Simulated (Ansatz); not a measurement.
# SiH2Br− (SMILES [SiH2-]Br): functionals against CCSD(T) at one geometry

How do the functionals fare away from a minimum? The structure is a structure displaced at random from a GFN2-xTB minimum.

Computed with Ansatz 0.2.0, Gaussian basis. Level: single points in def2-TZVPPD.

Cores are frozen in the correlated methods. Filled d shells of the heavier atoms are correlated.

**1. Where the work starts**

SMILES `[SiH2-]Br`, 4 atoms, charge -1, spin multiplicity 1.

Atoms are counted from 1 here; the program's logs count them from 0.

Bond lengths: Si1–Br2 2.434 Å, Si1–H3 1.520 Å, Si1–H4 1.488 Å. Angles: Br2–Si1–H3 93.9°, Br2–Si1–H4 92.6°, H3–Si1–H4 99.4°.

As a file:

```
Si   -0.20310   -0.33460   -0.63670
Br    1.67700   -0.27780    0.90800
H    -1.23390   -0.53650    0.46260
H    -0.24770    1.14860   -0.74270
```

**2. CCSD(T)/def2-TZVPPD**

run/in.yaml

```yaml
crystal:
  periodic: [false, false, false]
  atoms:
    - {symbol: Si, position_ang: [-0.203100, -0.334600, -0.636700]}
    - {symbol: Br, position_ang: [1.677000, -0.277800, 0.908000]}
    - {symbol: H, position_ang: [-1.233900, -0.536500, 0.462600]}
    - {symbol: H, position_ang: [-0.247700, 1.148600, -0.742700]}
basis:
  gaussian: {orbitals: "def2-TZVPPD.json"}
total_charge: -1
correlation: {method: ccsd_t}
output: {forces: true}
```

The basis file named in the input lies beside it (Basis Set Exchange, JSON).

The command line of these runs was not kept.

**3. PBE0-D4/def2-TZVPPD**

Changes to run/in.yaml since step 2:

```diff
@@ -10,3 +10,3 @@
 total_charge: -1
-correlation: {method: ccsd_t}
-output: {forces: true}
+hamiltonian: {xc: pbe0, dispersion: d4}
+output: {forces: true, orbitals: {seedname: orbitals}}
```

**4. wB97M-V/def2-TZVPPD**

Changes to run/in.yaml since step 3:

```diff
@@ -10,3 +10,3 @@
 total_charge: -1
-hamiltonian: {xc: pbe0, dispersion: d4}
-output: {forces: true, orbitals: {seedname: orbitals}}
+hamiltonian: {xc: {name: wB97M-V}}
+output: {forces: true}
```

**5. r2SCAN-D4/def2-TZVPPD**

Changes to run/in.yaml since step 4:

```diff
@@ -10,3 +10,3 @@
 total_charge: -1
-hamiltonian: {xc: {name: wB97M-V}}
+hamiltonian: {xc: r2scan, dispersion: d4}
 output: {forces: true}
```

**6. PBE-D4/def2-TZVPPD**

Changes to run/in.yaml since step 5:

```diff
@@ -10,3 +10,3 @@
 total_charge: -1
-hamiltonian: {xc: r2scan, dispersion: d4}
+hamiltonian: {xc: pbe, dispersion: d4}
 output: {forces: true}
```

**7. B97M-V/def2-TZVPPD**

Changes to run/in.yaml since step 6:

```diff
@@ -10,3 +10,3 @@
 total_charge: -1
-hamiltonian: {xc: pbe, dispersion: d4}
+hamiltonian: {xc: {name: B97M-V}}
 output: {forces: true}
```

**8. revPBE-D4/def2-TZVPPD**

Changes to run/in.yaml since step 7:

```diff
@@ -10,3 +10,3 @@
 total_charge: -1
-hamiltonian: {xc: {name: B97M-V}}
+hamiltonian: {xc: {name: revPBE}, dispersion: d4}
 output: {forces: true}
```

(Steps that only read results are left out.)

What does the calculation give? Wanted: RMS force component; RMS force error; HOMO and LUMO, PBE0-D4; T1 diagnostic.

The runs gave:

```
              quantity                                                                                            value
   RMS force component                                                             0.343 to 0.494 eV/Å over the methods
       RMS force error  PBE0-D4 0.062, wB97M-V 0.021, r2SCAN-D4 0.049, PBE-D4 0.143, B97M-V 0.101, revPBE-D4 0.167 eV/Å
HOMO and LUMO, PBE0-D4                                                                                -0.46 and 3.66 eV
         T1 diagnostic                                                                                            0.009
```

In words: For forces wB97M-V does best and revPBE-D4 worst. Frozen-core CCSD(T) forces in triple zeta carry basis errors of their own, and this is one geometry, so small gaps rank nothing.
